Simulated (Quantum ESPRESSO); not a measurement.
**Na2Sb under changes of volume**

One of the cells (16.712 Å³/atom); the others are scaled copies at fixed shape and fractional positions:

```
CELL_PARAMETERS angstrom
3.28644 0.00000 0.00000
0.00000 3.28644 0.00000
0.00000 0.00000 4.64202
ATOMIC_POSITIONS crystal
Na 0.50000 0.00000 0.50000
Na 0.00000 0.50000 0.50000
Sb 0.00000 0.00000 0.00000
```

The cell was built by a generator and needn't be a form met in nature.

| Quantity | Value |
| --- | --- |
| Program | Quantum ESPRESSO 7.5 |
| Functional | rPW86PBE |
| Dispersion | rVV10 |
| Potentials or basis | GBRV 1.5 PBE |
| Cutoff | 612 eV |
| Density cutoff | 4898 eV |
| k mesh | 8 × 8 × 6 |
| Occupations | fermi-dirac, width 0.2 eV |
| Spin | no spin polarisation |

```csv
volume (Å³/atom),energy over the lowest point (meV/atom),pressure (GPa)
15.710,?,?
16.044,367.16,42.5
16.378,281.80,39.2
16.712,202.90,36.3
17.047,129.93,33.5
17.381,62.45,31.0
17.715,0.00,28.7
```

Problem. What does the run at 15.710 Å³/atom give?

Solution. Energy over the lowest point 459.57 meV/atom; pressure 46.0 GPa.

Worked out: A Birch-Murnaghan fit of order 3 (a polynomial in V^(-2/3)) to the other rows has no minimum within the range. It gives 459.81 meV/atom at 15.710 Å³/atom, against the run's 459.57, and -dE/dV = 46.3 GPa, against 46.0.

Energies are extrapolated to zero smearing.

Caveats: the potentials were made for another functional, which shifts forces and pressure.
